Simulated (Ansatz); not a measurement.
# In2Bi: the cost of one run

Computed with Ansatz 0.2.0 (DFT PBEsol, scalar-relativistic, plane waves, PAW).

1 further run of the same task is left out (set aside as unsound or not needed).

## (1) The starting structure

It takes space group P6_3/mmc (No. 194, hexagonal). Conventional cell: a = 5.536 Å, b = 5.536 Å, c = 6.743 Å, α = 90.00°, β = 90.00°, γ = 120.00°. Around In (site symmetry -3m) lie 8 In at 3.37 to 3.61 Å and 6 Bi at 3.61 Å. In (site symmetry -6m2) has 5 Bi at 3.20 to 3.37 Å and 6 In at 3.61 Å as nearest neighbours. Bi (site symmetry -6m2) has 11 In at 3.20 to 3.61 Å as nearest neighbours.

Structure file:

```
In Bi
1.0
     5.53590    0.00000    0.00000
    -2.76795    4.79423    0.00000
     0.00000    0.00000    6.74315
In Bi
4 2
Direct
  0.00000 0.00000 0.00000
  0.00000 0.00000 0.50000
  0.33333 0.66667 0.75000
  0.66667 0.33333 0.25000
  0.33333 0.66667 0.25000
  0.66667 0.33333 0.75000
```

This cell was relaxed beforehand with the same method: volume 29.83 Å³/atom, gap on the mesh none (metal).

## (2) The cell under PBEsol

input.yaml

```yaml
crystal:
  lattice:
    - [5.5359043246, 0.0, 0.0]
    - [-2.7679521623, 4.794233778, 0.0]
    - [0.0, 0.0, 6.743147941]
  atoms:
    - { symbol: In, position: [0.0, 0.0, 0.0] }
    - { symbol: In, position: [0.0, 0.0, 0.5] }
    - { symbol: In, position: [0.3333333333, 0.6666666667, 0.75] }
    - { symbol: In, position: [0.6666666667, 0.3333333333, 0.25] }
    - { symbol: Bi, position: [0.3333333333, 0.6666666667, 0.25] }
    - { symbol: Bi, position: [0.6666666667, 0.3333333333, 0.75] }
basis:
  ecutwfc: 420
kpoints:
  mp_grid: { grid: [9, 9, 6] }
hamiltonian:
  xc: pbesol
scf:
  occupations: { method: gaussian, width: 0.1 }
output:
  forces: true
  stress: true
  eigenvalues: true
relax:
  adjacent_minimum: "off"
  f_tol: 0.005
  max_steps: 50
  cell: { stress_tol: 0.05 }
```

The run is started by

```
> ansatz run input.yaml --threads 2 --pin off --max-ram 5120MiB --backend cpu --events-out ev --progress --plain --runs-dir out
```

**Question.** How long does this run take on 2 threads of Intel Xeon at 2.70GHz, shared host, and how much memory does it need?

About 61 s, with a peak of 0.7 GiB.
